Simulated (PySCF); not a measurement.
# C4H7ClOSi: the cost of one run

The runs use PySCF 2.14.0, with density-fitted response routines of our own; the level of theory stands in each step. All values are computed, except where a source is named. Atoms are numbered from 0 throughout.

### Step 1. Starting geometry

14 atoms, charge 0, multiplicity 1; geometry from: GFN2-xTB.

Bonds of the start (Å): C0–C1 1.32, C1–C2 1.50, C2–O3 1.43, O3–Si4 1.67, Si4–C5 1.89, Si4–Cl6 2.02, Si4–C1 1.89, C0–H7 1.08, C0–H8 1.08, C2–H9 1.09, C2–H10 1.09, C5–H11 1.09, C5–H12 1.09, C5–H13 1.08.

### Step 2. Excited states and response: wB97X-D/def2-SVPD

What the job is given:

```
{"job": {"kind": "uv", "xc": "wB97X-D", "basis": "def2-SVPD", "nstates": 8, "ntriplets": 3}, "charge": 0, "multiplicity": 1}
C      2.049332     0.606837    -0.660847
C      1.051974     0.028935    -0.022206
C      0.926542    -1.354234     0.556274
O     -0.394336    -1.248894     1.103723
Si    -0.708066     0.315037     0.616409
C     -2.153252     0.497407    -0.592956
Cl    -0.953927     1.562276     2.182434
H      2.976785     0.089822    -0.856651
H      1.980499     1.622346    -1.011740
H      1.637719    -1.575475     1.354055
H      0.950710    -2.151983    -0.188346
H     -1.989615    -0.066072    -1.505960
H     -3.070585     0.135524    -0.137443
H     -2.304460     1.538003    -0.858911
```

Level: TDDFT wB97X-D/def2-SVPD, vertical, gas phase, core orbitals frozen in the response.

The run is started by

```console
$ OMP_NUM_THREADS=1 python probes_run.py task.json out
```

The driver reads the jobs from task.json and runs them one after another.

Q: Estimate the wall time and peak memory of this job on 1 thread of Intel Xeon at 2.70GHz, shared host.

About 58 s, with a peak of 0.89 GiB.
